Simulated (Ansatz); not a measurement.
# BrHOZn + H2: a complex and its separated parts

Aim: how far the complex at one end of a reaction step lies below its separated, relaxed parts, level by level.

Method: PBE0-D4/def2-TZVP structures, single points in def2-TZVPP, no counterpoise correction; program: Ansatz 0.2.0, Gaussian basis.

Levels: SPW92, PBE-D4, BLYP-D4, r2SCAN-D4, B97M-V, PBE0-D4, B3LYP-D4, r2SCAN0-D4, BHLYP-D4, CAM-B3LYP-D4, wB97X-V, wB97M-V, B2PLYP, PBE-QIDH, RPA on PBE, Hartree-Fock, MP2, CCSD, CCSD(T).

Cores are frozen in the correlated methods. The 3s and 3p shells of Cu and Zn are frozen; filled d shells are correlated. B3LYP uses VWN-RPA correlation. B2PLYP carries no dispersion term here.

94 further runs of the same task are left out: 94 set aside as unsound or not needed.

## 1. The system as given

The complex: 6 atoms, charge 0, spin multiplicity 1.

Atoms are counted from 1 here; the program's logs count them from 0.

Bond lengths: Zn1–O3 1.770 Å, Zn1–Br5 2.224 Å, H2–H4 0.748 Å, O3–H6 0.959 Å. Angles: O3–Zn1–Br5 174.8°, Zn1–O3–H6 115.3°.

As a file:

```xyz
6

Zn   -0.10500   -0.44356   -1.01496
H    -0.02896    1.15257    1.60249
O     0.74578   -1.76007   -0.19229
H    -0.37797    1.56270    1.08311
Br   -1.16877    1.09790   -2.21376
H     0.93492   -1.60955    0.73550
```

Its parts: BrHOZn holds atoms 1, 3, 5, 6; H2 holds atoms 2, 4. Each part counts its atoms afresh in its own runs.

## 2. Relaxing BrHOZn alone

Contents of relax-a/in.yaml:

```yaml
crystal:
  periodic: [false, false, false]
  atoms:
    - {symbol: Zn, position_ang: [-0.105002, -0.443560, -1.014956]}
    - {symbol: O, position_ang: [0.745777, -1.760068, -0.192291]}
    - {symbol: Br, position_ang: [-1.168767, 1.097905, -2.213756]}
    - {symbol: H, position_ang: [0.934923, -1.609551, 0.735505]}
basis:
  gaussian: {orbitals: def2-TZVP}
hamiltonian: {xc: pbe0, dispersion: d4}
relax: {f_tol: 0.005, max_steps: 200}
```

Started as:

```
ansatz run in.yaml --threads 4 --pin off --events-out ev --progress --plain --max-ram 9574MiB
```

The runs that follow: Relaxing H2 alone; SPW92/def2-TZVPP; PBE-D4/def2-TZVPP; BLYP-D4/def2-TZVPP; r2SCAN-D4/def2-TZVPP; B97M-V/def2-TZVPP; PBE0-D4/def2-TZVPP; B3LYP-D4/def2-TZVPP; r2SCAN0-D4/def2-TZVPP; BHLYP-D4/def2-TZVPP; CAM-B3LYP-D4/def2-TZVPP; wB97X-V/def2-TZVPP; wB97M-V/def2-TZVPP; B2PLYP/def2-TZVPP; PBE-QIDH/def2-TZVPP; RPA on PBE/def2-TZVPP; CCSD(T)/def2-TZVPP; Vibrations of BrHOZn; Vibrations of H2.

**Question.** What will these runs give? Wanted: complex less parts, CCSD(T)/def2-TZVPP; with zero-point energy; largest T1 diagnostic.

As calculated:

```
                              quantity           value
complex less parts, CCSD(T)/def2-TZVPP  -0.61 kcal/mol
                with zero-point energy  +0.30 kcal/mol
                 largest T1 diagnostic           0.014
```

In words: At CCSD(T) the complex lies 0.61 kcal/mol below its parts. The functionals run from PBE-QIDH, off by -0.01 kcal/mol, to SPW92, off by -1.41 kcal/mol, against CCSD(T). Mean unsigned error by rung: LDA 1.41, GGA 0.30, meta-GGA 0.31, hybrid 0.31, range-separated hybrid 0.30, double hybrid 0.22 kcal/mol. PBE-D4 gives a relative energy 0.44 kcal/mol too low, an error of 72 % of the reference. The complex's frequency run has imaginary modes: the structure is no minimum, so both the energy and the zero-point correction are in doubt. No counterpoise was applied, and triple zeta lacks some correlation, so the CCSD(T) reference has a basis error of its own, and close matches with it are partly luck.
